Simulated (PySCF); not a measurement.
# C2H9B2N: electronic excitations and core binding energies

Wanted: the electronic excitations and core binding energies of C2H9B2N (`CB(C)BN`), by calculation.

The runs use PySCF 2.14.0, with density-fitted response routines of our own; the level of theory stands in each step. All values are computed, except where a source is named. Atoms count from 0, in the outputs and in this text.

### 1 The molecule as given

14 atoms, charge 0, multiplicity 1; geometry from: GFN2-xTB.

Bonds of the start (Å): C0–B1 1.59, B1–C2 1.59, B1–B3 1.66, B3–N4 1.39, C0–H5 1.09, C0–H6 1.09, C0–H7 1.09, C2–H8 1.09, C2–H9 1.09, C2–H10 1.09, B3–H11 1.18, N4–H12 1.01, N4–H13 1.01.

### 2 Excited states and response: wB97X-D/def2-SVPD

Job settings and geometry (Å):

```
{"job": {"kind": "uv", "xc": "wB97X-D", "basis": "def2-SVPD", "nstates": 8, "ntriplets": 3}, "charge": 0, "multiplicity": 1}
C     -1.412353    -0.999410    -0.545421
B     -0.258871    -0.100177     0.068325
C     -0.745316     1.080955     1.009963
B      1.349693    -0.407258    -0.218397
N      2.092936     0.221902    -1.206859
H     -2.358634    -0.474936    -0.669085
H     -1.601823    -1.811897     0.157951
H     -1.158125    -1.470352    -1.493168
H      0.014635     1.454419     1.693033
H     -1.034065     1.920032     0.374501
H     -1.628507     0.826297     1.593926
H      1.954224    -1.195062     0.425572
H      3.067428     0.039878    -1.384644
H      1.718100     0.915137    -1.832842
```

With the program's defaults for keys left out, this is: TDDFT wB97X-D/def2-SVPD, vertical, gas phase, core orbitals frozen in the response.

Run with:

```bash
$ OMP_NUM_THREADS=1 python probes_run.py task.json out
```

This one command runs all jobs of the session in turn.

**Question.** This job is followed by: delta-SCF UKS SCAN, pcX-2 on the ionised atom, pcseg-1 elsewhere, spin-free X2C. What will the session give for the following? lowest singlet (wB97X-D/def2-SVPD); brightest single state of those computed; lowest triplet; surface potential, 1st and 99th percentile; B1s binding energies, SCAN/pcX-2; C1s binding energies, SCAN/pcX-2; N1s binding energies, SCAN/pcX-2.

As calculated:

```
                                quantity                        value
      lowest singlet (wB97X-D/def2-SVPD)  5.23 eV (237 nm), f = 0.006
brightest single state of those computed  state 6, 7.94 eV, f = 0.172
                          lowest triplet                      4.56 eV
   surface potential, 1st and 99th percentile           -0.60 V and 1.66 V
        B1s binding energies, SCAN/pcX-2      B1 194.93, B3 194.64 eV
        C1s binding energies, SCAN/pcX-2                 C0 289.65 eV
        N1s binding energies, SCAN/pcX-2                 N4 405.12 eV
```

What this shows: The first singlet state (HOMO→LUMO 0.89) lies at 5.23 eV and is weak; of the 8 states computed, the strongest absorption comes from state 6 at 7.94 eV (the last state computed is bright too, and its partners may lie past the list). The lowest triplet lies 0.67 eV below the lowest singlet (triplets in Tamm-Dancoff, singlets in full TDDFT). B1 (boron bonded to 2 C, B) binds its B1s electron 0.28 eV more tightly than B3 (boron bonded to B, N, H).
